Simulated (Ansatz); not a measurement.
**CH₆GeOSe: up Jacob's ladder to CCSD(T)**

One table from this session's results is given with a row withheld; the runs are named, their logs left out.

Computed with Ansatz 0.2.0, Gaussian basis. Level: functionals in def2-TZVPP, the program's frozen cores in correlated methods.

The runs, in order: PBE-D4, r2SCAN-D4, PBE0-D4, B3LYP-D4, ωB97X-V, ωB97M-V, B2PLYP; CCSD(T)/def2-TZVPP; MP2/def2-QZVPP; extrapolation to the limit.

## Structure used throughout

All runs share one geometry, relaxed beforehand with PBE0-D4 in a triple-zeta def2 set.

10 atoms, charge 0, spin multiplicity 1.

Atoms are counted from 1 here; the program's logs count them from 0.

Bond lengths: C1–O2 1.409 Å, C1–H5 1.092 Å, C1–H6 1.097 Å, C1–H7 1.098 Å, O2–Ge3 1.774 Å, Ge3–Se4 2.353 Å, Ge3–H8 1.539 Å, Ge3–H9 1.530 Å, Se4–H10 1.469 Å. Angles: O2–C1–H5 107.8°, O2–C1–H6 111.9°, O2–C1–H7 112.0°, H5–C1–H6 108.5°, H5–C1–H7 108.2°, H6–C1–H7 108.4°, C1–O2–Ge3 119.0°, O2–Ge3–Se4 111.2°, O2–Ge3–H8 109.9°, O2–Ge3–H9 104.1°, Se4–Ge3–H8 105.0°, Se4–Ge3–H9 112.1°, H8–Ge3–H9 114.7°, Ge3–Se4–H10 92.4°.

Set-up of the first run:

in.yaml

```yaml
crystal:
  periodic: [false, false, false]
  atoms:
    - {symbol: C, position_ang: [-1.039945, -0.866161, 0.862170]}
    - {symbol: O, position_ang: [0.349479, -0.665257, 0.746145]}
    - {symbol: Ge, position_ang: [0.992100, 0.049901, -0.744301]}
    - {symbol: Se, position_ang: [0.078621, 2.184420, -1.128531]}
    - {symbol: H, position_ang: [-1.234322, -1.298140, 1.846156]}
    - {symbol: H, position_ang: [-1.596759, 0.075032, 0.779827]}
    - {symbol: H, position_ang: [-1.419361, -1.560587, 0.100895]}
    - {symbol: H, position_ang: [0.560133, -0.792683, -1.958002]}
    - {symbol: H, position_ang: [2.502613, 0.104783, -0.509189]}
    - {symbol: H, position_ang: [0.807440, 2.768702, 0.004830]}
basis:
  gaussian: {orbitals: def2-TZVPP}
hamiltonian: {xc: pbe, dispersion: d4}
output: {forces: true, orbitals: {seedname: orbitals}}
```

The run is started by

```bash
> ansatz run in.yaml --threads 2 --pin off --events-out ev --progress --plain --max-ram 32768MiB --backend cpu
```

Steps of the session up to this table: PBE-D4 (GGA); r2SCAN-D4 (meta-GGA); PBE0-D4 (hybrid); B3LYP-D4 (hybrid); ωB97X-V (range-separated); ωB97M-V (range-separated); B2PLYP (double hybrid); CCSD(T) in def2-TZVPP; MP2 in def2-QZVPP.

One table of the session follows, with a row left open; its other results are not shown here.

| method | atomisation energy (eV) |
| --- | --- |
| PBE-D4 | ? |
| r2SCAN-D4 | 33.388 |
| PBE0-D4 | 33.074 |
| B3LYP-D4 | 33.148 |
| ωB97X-V | 33.446 |
| ωB97M-V | 33.146 |
| B2PLYP | 32.832 |
| HF/def2-TZVPP | 23.530 |
| MP2/def2-TZVPP | 32.900 |
| CCSD/def2-TZVPP | 32.151 |
| CCSD(T)/def2-TZVPP | 32.661 |
| MP2/CBS | 33.707 |
| CCSD(T)/CBS | 33.467 |

**Question.** Estimate the row for PBE-D4.

The run gave: atomisation energy (eV): 33.644. In the column «atomisation energy (eV)» it lies between CCSD(T)/CBS (33.467) and MP2/CBS (33.707).
